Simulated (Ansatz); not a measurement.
**BrFH₂Sn: basis-set convergence**

How large a basis does BrFH₂Sn need? Two functionals are run in growing sets.

Computed with Ansatz 0.2.0, Gaussian basis. Level: one geometry, several basis sets.

Plan: PBE0-D4/def2-SVP; ωB97M-V/def2-SVP; PBE0-D4/def2-QZVPP; ωB97M-V/def2-QZVPP; the functionals' def2-TZVPP values are taken from earlier runs.

**1. The relaxed structure**

An earlier PBE0-D4 in a triple-zeta def2 set relaxation fixed the geometry. Sn takes the def2 core potential; no spin-orbit term is included.

5 atoms, charge 0, spin multiplicity 1.

Atoms are counted from 1 here; the program's logs count them from 0.

Bond lengths: F1–Sn2 1.914 Å, Sn2–Br3 2.458 Å, Sn2–H4 1.695 Å, Sn2–H5 1.695 Å. Angles: F1–Sn2–Br3 105.2°, F1–Sn2–H4 105.8°, F1–Sn2–H5 105.8°, Br3–Sn2–H4 109.5°, Br3–Sn2–H5 109.5°, H4–Sn2–H5 120.0°.

As a file:

```xyz
5

F     1.2813   -1.2803    0.4609
Sn   -0.0758    0.0376    0.1670
Br   -0.0789    0.4287   -2.2596
H    -1.5349   -0.6939    0.6249
H     0.4581    1.4344    0.9654
```

**2. PBE0-D4 in def2-SVP**

File in.yaml:

```yaml
crystal:
  periodic: [false, false, false]
  atoms:
    - {symbol: F, position_ang: [1.281293, -1.280267, 0.460908]}
    - {symbol: Sn, position_ang: [-0.075780, 0.037551, 0.166977]}
    - {symbol: Br, position_ang: [-0.078900, 0.428681, -2.259607]}
    - {symbol: H, position_ang: [-1.534862, -0.693947, 0.624912]}
    - {symbol: H, position_ang: [0.458149, 1.434382, 0.965409]}
basis:
  gaussian: {orbitals: def2-SVP}
hamiltonian: {xc: pbe0, dispersion: d4}
output: {orbitals: {seedname: orbitals}}
```

The run is started by

```bash
> ansatz run in.yaml --threads 2 --pin off --events-out ev --progress --plain --max-ram 22528MiB --backend cpu
```

The runs that follow: ωB97M-V in def2-SVP; PBE0-D4 in def2-QZVPP; ωB97M-V in def2-QZVPP.

Q: Predict the results of all the runs planned. Wanted: PBE0-D4: double and triple zeta above quadruple; ωB97M-V: double and triple zeta above quadruple.

The runs gave:

```
                                       quantity           value
PBE0-D4: double and triple zeta above quadruple  14.08, 1.67 eV
ωB97M-V: double and triple zeta above quadruple  14.08, 1.61 eV
```

PBE0-D4 gains 12.41 eV from double to triple zeta, then 1.67 eV more. Total energies overstate the basis error of differences, where much of it tends to cancel. The LUMO of ωB97M-V is positive and keeps falling with the basis (0.88 to 0.34 eV): an unbound level that the basis holds in place.
